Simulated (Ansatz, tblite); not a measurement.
# The cluster Hg₃S₃+: rung by rung

An exercise on one series of results from a longer session: the logs are not shown, and one member is left open.

Method: as each input shows; program: Ansatz 0.2.0, Gaussian basis.

The runs, in order: GFN1-xTB, GFN2-xTB, PBE-D4/def2-TZVP, r2SCAN-D4/def2-TZVP, PBE-QIDH/def2-TZVP, r2SCAN0-D4/def2-TZVP, r2SCANh-D4/def2-TZVP, PBE+10HF/def2-SVP, PBE+15HF/def2-SVP, PBE+40HF/def2-SVP, PBE-D4/def2-SVP, PBE0-D4/def2-SVP, MP2/def2-TZVP, RPA/def2-TZVP.

1 further run of the same task is left out (set aside as unsound or not needed).

### The geometry

The doublet was relaxed beforehand with r2SCAN-D4/def2-SVP. At that level it is the lowest of the isomers that a small search found.

6 atoms, charge 1, spin multiplicity 2.

Bond lengths: Hg1–Hg2 2.770 Å, Hg1–S6 2.407 Å, Hg3–S5 2.502 Å, Hg3–S6 2.400 Å, S4–S5 1.990 Å. Angles: Hg2–Hg1–S6 152.2°, S5–Hg3–S6 137.6°, Hg3–S5–S4 96.0°, Hg1–S6–Hg3 82.4°.

Coordinates:

```xyz
6

Hg   -0.4054   -0.7459    0.9729
Hg   -2.5172   -2.5324    0.8300
Hg    1.6814    1.4498    0.0457
S    -0.7597    0.0561   -1.7867
S     0.6141    1.4294   -2.2172
S     1.3868    0.3430    2.1553
```

Hg takes a core potential in the def2 sets. No spin-orbit coupling is included. The ion is computed in the gas phase, without counter-ions or solvent.

PBE0-D4/def2-TZVP was run before; its log isn't repeated, and its numbers join the tables.

The first run:

Tight binding, by tblite at 300 K electronic temperature and without a spin-polarisation term:

```python
tblite.interface.Calculator('GFN1-xTB', numbers, positions, charge=1, uhf=1).singlepoint()
```

Tight binding, by tblite at 300 K electronic temperature and without a spin-polarisation term:

```python
tblite.interface.Calculator('GFN2-xTB', numbers, positions, charge=1, uhf=1).singlepoint()
```

start.molden holds the orbitals of an earlier run on this state, given as this run's starting guess.

in.yaml

```yaml
crystal:
  periodic: [false, false, false]
  atoms:
    - {symbol: Hg, position_ang: [-0.405389, -0.745886, 0.972921]}
    - {symbol: Hg, position_ang: [-2.517157, -2.532411, 0.829986]}
    - {symbol: Hg, position_ang: [1.681431, 1.449806, 0.045745]}
    - {symbol: S, position_ang: [-0.759745, 0.056113, -1.786707]}
    - {symbol: S, position_ang: [0.614077, 1.429377, -2.217212]}
    - {symbol: S, position_ang: [1.386783, 0.342991, 2.155267]}
basis:
  gaussian: {orbitals: def2-TZVP, initial_orbitals: start.molden}
total_charge: 1
magnetization: {spin_polarized: true, initial_magnetization: 1}
hamiltonian: {xc: pbe, dispersion: d4}
scf: {omitted_lower_state_checks: [starts]}
output: {orbitals: {seedname: orbitals}}
```

Started as:

```bash
> ansatz run in.yaml --threads 4 --pin off --events-out ev --progress --plain --max-ram 4787MiB
```

Among the steps run: PBE-D4/def2-TZVP; r2SCAN-D4/def2-TZVP; PBE-QIDH/def2-TZVP; r2SCAN0-D4/def2-TZVP; r2SCANh-D4/def2-TZVP; PBE+10HF/def2-SVP; PBE+15HF/def2-SVP; PBE+40HF/def2-SVP; PBE-D4/def2-SVP; PBE0-D4/def2-SVP; MP2/def2-TZVP; RPA/def2-TZVP.

One of the session's tables, all rows but one given; the rest of the session is left out.

```
               level  HOMO (eV)  LUMO (eV)  gap (eV)
     PBE-D4/def2-SVP     -10.02      -9.02      1.00
    PBE-D4/def2-TZVP     -10.00      -8.96      1.04
 r2SCAN-D4/def2-TZVP          ?          ?         ?
r2SCANh-D4/def2-TZVP     -10.71      -8.41      2.31
    PBE0-D4/def2-SVP     -11.14      -8.04      3.10
   PBE0-D4/def2-TZVP     -11.09      -7.94      3.14
r2SCAN0-D4/def2-TZVP     -11.20      -7.89      3.30
   PBE+10HF/def2-SVP     -10.49      -8.63      1.86
   PBE+15HF/def2-SVP     -10.73      -8.43      2.29
   PBE+40HF/def2-SVP     -11.65      -7.53      4.12
```

**Question.** Estimate the row for r2SCAN-D4/def2-TZVP.

Worked estimate for «HOMO (eV)». Against the share of exact exchange, r2SCANh-D4/def2-TZVP (0.1, -10.71), r2SCAN0-D4/def2-TZVP (0.25, -11.20) give a slope of -3.27 per unit share; at 0 the line stands at -10.38.

**Answer.** HOMO (eV): -10.30; LUMO (eV): -8.80; gap (eV): 1.50. In «HOMO (eV)» the line misses by -0.08.
